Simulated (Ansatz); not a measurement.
# CaGe3N: the cost of one run

Computed with Ansatz 0.2.0 (DFT PBE, scalar-relativistic, plane waves, PAW, unless a step's input says otherwise).

### Step 1. The structure to begin with

Symmetry: Pm-3m, No. 221, cubic system. Conventional cell: a = 4.366 Å, b = 4.366 Å, c = 4.366 Å, α = 90.00°, β = 90.00°, γ = 90.00°. Ca (site symmetry m-3m) has 6 Ge at 2.18 Å in its first shell of neighbours. Ge (site symmetry 4/mmm) is surrounded by 2 Ca at 2.18 Å and 8 Ge at 3.09 Å and 4 N at 3.09 Å. N (site symmetry m-3m) is surrounded by 12 Ge at 3.09 Å.

Coordinates:

```
CELL_PARAMETERS angstrom
4.36641 0.00000 0.00000
0.00000 4.36641 0.00000
0.00000 0.00000 4.36641
ATOMIC_POSITIONS crystal
Ca 0.50000 0.50000 0.50000
Ge 0.00000 0.50000 0.50000
Ge 0.50000 0.00000 0.50000
Ge 0.50000 0.50000 0.00000
N 0.00000 0.00000 0.00000
```

A structure generator made this guess: species swapped into a database cell of LuBPd3 (Pm-3m, No. 221), with N on the Lu sites, Ca on the B sites and Ge on the Pd sites. Its size is a rough estimate.

### Step 2. The guess as it stands, on a coarse mesh

File input.yaml:

```yaml
crystal:
  lattice:
    - [4.36640501, 0.0, 0.0]
    - [0.0, 4.36640501, 0.0]
    - [0.0, 0.0, 4.36640501]
  atoms:
    - { symbol: Ca, position: [0.5, 0.5, 0.5] }
    - { symbol: Ge, position: [0.0, 0.5, 0.5] }
    - { symbol: Ge, position: [0.5, 0.0, 0.5] }
    - { symbol: Ge, position: [0.5, 0.5, 0.0] }
    - { symbol: "N", position: [0.0, 0.0, 0.0] }
basis:
  ecutwfc: 420
kpoints:
  mp_grid: { grid: [4, 4, 4] }
hamiltonian:
  xc: pbe
scf:
  occupations: { method: gaussian, width: 0.1 }
  lower_state_search: "off"
output:
  forces: true
  stress: true
  eigenvalues: true
```

Run with:

```bash
$ ansatz run input.yaml --threads 1 --pin off --max-ram 2560MiB --backend cpu --events-out ev --progress --plain --runs-dir out
```

Q: Estimate wall time and peak memory on 1 thread of Intel Xeon at 2.70GHz, shared host.

About 2.7 s, with a peak of 0.36 GiB.
